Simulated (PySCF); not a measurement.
# C3H7ClSi: the cost of one run

The runs use PySCF 2.14.0, with density-fitted response routines of our own; the level of theory stands in each step. All values are computed, except where a source is named. Atoms are numbered from 0 throughout.

## 1. Starting geometry

12 atoms, charge 0, multiplicity 1; geometry from: GFN2-xTB.

Bonds of the start (Å): C0–C1 1.32, C1–C2 1.48, C2–Si3 1.92, C2–Cl4 1.80, C0–H5 1.08, C0–H6 1.08, C1–H7 1.08, C2–H8 1.09, Si3–H9 1.46, Si3–H10 1.46, Si3–H11 1.46.

## 2. Excited states and response: B3LYP/def2-SVPD

Job settings and geometry (Å):

```
{"job": {"kind": "uv", "xc": "B3LYP", "basis": "def2-SVPD", "nstates": 8, "ntriplets": 3}, "charge": 0, "multiplicity": 1}
C      1.890367     0.318752    -0.827049
C      1.001293    -0.402322    -0.165883
C     -0.048526     0.172553     0.703799
Si    -1.821782    -0.065860     0.002101
Cl    -0.043423    -0.669842     2.298617
H      1.920591     1.393091    -0.744025
H      2.616430    -0.132951    -1.480407
H      0.989552    -1.480204    -0.255273
H      0.164112     1.219766     0.921938
H     -2.750370     0.530655     0.957611
H     -2.048473    -1.500370    -0.145079
H     -1.868572     0.616045    -1.292378
```

Method: TDDFT B3LYP/def2-SVPD, vertical, gas phase, core orbitals frozen in the response.

Launch:

```bash
$ OMP_NUM_THREADS=1 python probes_run.py task.json out
```

One launch serves the whole session: the jobs run in the order shown.

**Question.** How long does this first job take on 1 thread of Arm Neoverse V2, shared host, and how much memory does it need?

About 23 s, with a peak of 0.69 GiB.
